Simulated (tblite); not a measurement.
# C5H12BBrSi: the cost of one run

The runs use tblite 0.8.0 and PySCF 2.14.0, with density-fitted response routines of our own; the level of theory stands in each step. All values are computed, except where a source is named. Atoms count from 0, in the outputs and in this text.

### Step 1. Starting geometry

20 atoms, charge 0, multiplicity 1; geometry from: force field or distance geometry start.

Bonds of the start (Å): Br0–C1 1.93, C1–Si2 1.86, Si2–C3 1.88, C3–C4 1.52, C4–B5 1.56, B5–C6 1.55, C6–C7 1.47, C7–Si2 1.84, C1–H8 1.13, C1–H9 1.11, Si2–H10 1.49, C3–H11 1.11, C3–H12 1.09, C4–H13 1.11, C4–H14 1.12, B5–H15 1.20, C6–H16 1.13, C6–H17 1.12, C7–H18 1.12, C7–H19 1.12.

### Step 2. Relaxing the molecule with GFN2-xTB

Job settings and geometry (Å):

```
{"job": {"kind": "relax", "xc": "GFN2-xTB", "basis": "xTB"}, "charge": 0, "multiplicity": 1}
Br    -2.791300     0.734200     2.070300
C     -2.659200    -0.221500     0.404100
Si    -0.979400    -0.085500    -0.380100
C     -0.066000     1.482100     0.119200
C      1.178700     1.427000    -0.745000
B      2.048600     0.216000    -0.270300
C      1.559800    -1.183500     0.182700
C      0.119500    -1.478000     0.105400
H     -2.879200    -1.311000     0.588900
H     -3.419700     0.111800    -0.329300
H     -1.071000    -0.008400    -1.862600
H      0.277800     1.309400     1.156100
H     -0.665100     2.384800    -0.017100
H      1.730000     2.388100    -0.757000
H      0.786900     1.189800    -1.770900
H      3.166300     0.501800     0.062200
H      1.893400    -1.322500     1.250000
H      2.114600    -1.970200    -0.393300
H     -0.140500    -2.352800    -0.546500
H     -0.209500    -1.801100     1.130200
```

Command:

```console
$ OMP_NUM_THREADS=1 python probes_run.py task.json out
```

One launch serves the whole session: the jobs run in the order shown.

Q: Estimate the wall time and peak memory of this first job on 1 thread of Arm Neoverse V1, shared host.

About 1.4 s, with a peak of 0.18 GiB.
